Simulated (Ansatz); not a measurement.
# H4MoO4S: the cost of one run

Method: the settings change from run to run; program: Ansatz 0.2.0, Gaussian basis.

1 further run of the same task is left out (for a known fault of the program). Runs told in other sessions of the task aren't counted.

### Step 1. The molecule

The structure was relaxed beforehand with PBE0-D4 in a triple-zeta def2 set. Mo takes a core potential in def2 sets; no spin-orbit term is included.

SMILES `[OH][Mo]([OH])([OH])([OH])=[S]`, 10 atoms, charge 0, spin multiplicity 1.

Atoms are counted from 1 here; the program's logs count them from 0.

Bond lengths: O1–Mo2 1.857 Å, O1–H7 0.970 Å, Mo2–O3 2.027 Å, Mo2–O4 1.873 Å, Mo2–O5 1.873 Å, Mo2–S6 2.105 Å, O3–H8 0.958 Å, O4–H9 0.965 Å, O5–H10 0.965 Å. Angles: Mo2–O1–H7 107.7°, O1–Mo2–O3 80.2°, O1–Mo2–O4 119.0°, O1–Mo2–O5 119.1°, O1–Mo2–S6 98.9°, O3–Mo2–O4 84.6°, O3–Mo2–O5 84.6°, O3–Mo2–S6 179.1°, O4–Mo2–O5 117.7°, O4–Mo2–S6 95.8°, O5–Mo2–S6 95.8°, Mo2–O3–H8 129.9°, Mo2–O4–H9 109.5°, Mo2–O5–H10 109.6°.

### Step 2. r2SCAN0/STO-3G

This run has charge +1, multiplicity 2, finite nuclei, D4 dispersion.

Contents of in.yaml:

```yaml
crystal:
  periodic: [false, false, false]
  atoms:
    - {symbol: O, position_ang: [-1.221513, -0.533907, -1.407084]}
    - {symbol: Mo, position_ang: [-0.397473, 0.522483, -0.121414]}
    - {symbol: O, position_ang: [0.696060, -1.173743, 0.072750]}
    - {symbol: O, position_ang: [-0.815944, 0.250456, 1.683440]}
    - {symbol: O, position_ang: [1.245590, 1.326828, -0.521598]}
    - {symbol: S, position_ang: [-1.549837, 2.269607, -0.346224]}
    - {symbol: H, position_ang: [-0.776000, -1.396070, -1.411477]}
    - {symbol: H, position_ang: [1.427477, -1.369837, 0.659943]}
    - {symbol: H, position_ang: [-0.456194, -0.596649, 1.974142]}
    - {symbol: H, position_ang: [1.931035, 0.649832, -0.579478]}
basis:
  gaussian: {orbitals: STO-3G, nuclear_model: gaussian}
total_charge: 1
magnetization: {spin_polarized: true, initial_magnetization: 1}
hamiltonian: {xc: {name: r2SCAN0}, dispersion: d4}
output: {forces: true}
```

Command:

```console
$ ansatz run in.yaml --threads 4 --pin off --events-out ev --progress --plain --max-ram 11315MiB
```

Q: Estimate wall time and peak memory on 4 threads of Arm Neoverse V2, shared host.

About 29 s, with a peak of 0.4 GiB.
